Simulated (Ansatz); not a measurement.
I need an atomisation energy of CH3GeN, SMILES N#[C][GeH3]. Use the Python package of Ansatz (0.2.0). Settings (for the species named): CCSD(T), cc-pVDZ basis, multiplicity 1.

```xyz
6

N     0.6198   -2.3200    0.8400
C     0.2980   -1.2214    0.4401
Ge   -0.1723    0.5124   -0.2068
H    -1.4047    0.4596   -0.9746
H     0.9849    1.0100   -1.1520
H    -0.2837    1.4953    1.0072
```

`tae.py`
```python
# -*- coding: utf-8 -*-
"""Energy to split CH3GeN into its atoms."""

from collections import Counter

import ansatz as az

BASIS_SET = "cc-pVDZ"
LEVEL = "ccsd_t"


def energy(molecule, charge=0, unpaired=0):
    calc = molecule.calculation().basis(gaussian=BASIS_SET).correlation(LEVEL)
    if charge:
        calc = calc.charge(charge)
    if unpaired:
        calc = calc.spin("collinear", total=unpaired)
    return calc.run(threads=1).report["free_energy_ev"]

GEOMETRY = """
N     0.61980   -2.32000    0.84000
C     0.29800   -1.22140    0.44010
Ge   -0.17230    0.51240   -0.20680
H    -1.40470    0.45960   -0.97460
H     0.98490    1.01000   -1.15200
H    -0.28370    1.49530    1.00720
"""


def main():
    molecule = az.Crystal.molecule()
    for line in GEOMETRY.strip().splitlines():
        symbol, *xyz = line.split()
        molecule = molecule.atom(symbol, [float(v) for v in xyz])

    # Hund ground states
    unpaired = {"N": 3, "C": 2, "Ge": 2, "H": 1}
    counts = Counter(site.symbol for site in molecule.cartesian_sites)
    atom_energy = {s: energy(az.Crystal.molecule().atom(s, (0, 0, 0)), 0, unpaired[s]) for s in counts}
    whole = energy(molecule, 0, 0)
    for s, e in atom_energy.items():
        print(f"{s:2s} x{counts[s]}  {e:14.5f} eV")
    print(f"CH3GeN: {whole:.5f} eV")
    split = sum(counts[s] * e for s, e in atom_energy.items()) - whole
    print(f"atomisation energy (no zero-point term): {23.060548 * split:.1f} kcal/mol, {split / sum(counts.values()):.3f} eV an atom")


if __name__ == "__main__":
    main()
```

```console
$ python tae.py
N  x1     -1482.43554 eV
C  x1     -1027.51219 eV
Ge x1    -56473.54335 eV
H  x3       -13.58606 eV
CH3GeN: -59044.03581 eV
atomisation energy (no zero-point term): 456.3 kcal/mol, 3.298 eV an atom
```

456.3 kcal/mol from the electronic energies, without the zero-point term.

Total energies depend on the basis set; only differences at equal settings carry meaning. The geometry is a force-field or estimated start, not a minimum of this method, and the basis set is short of its limit. All parts are taken at fixed geometry, without zero-point energy. In double-zeta sets correlated atomisation energies come out some 10 to 15 % low. Finished in 4.5 s on 1 thread of Arm Neoverse V1, with other jobs on the host, peak memory 0.24 GiB.
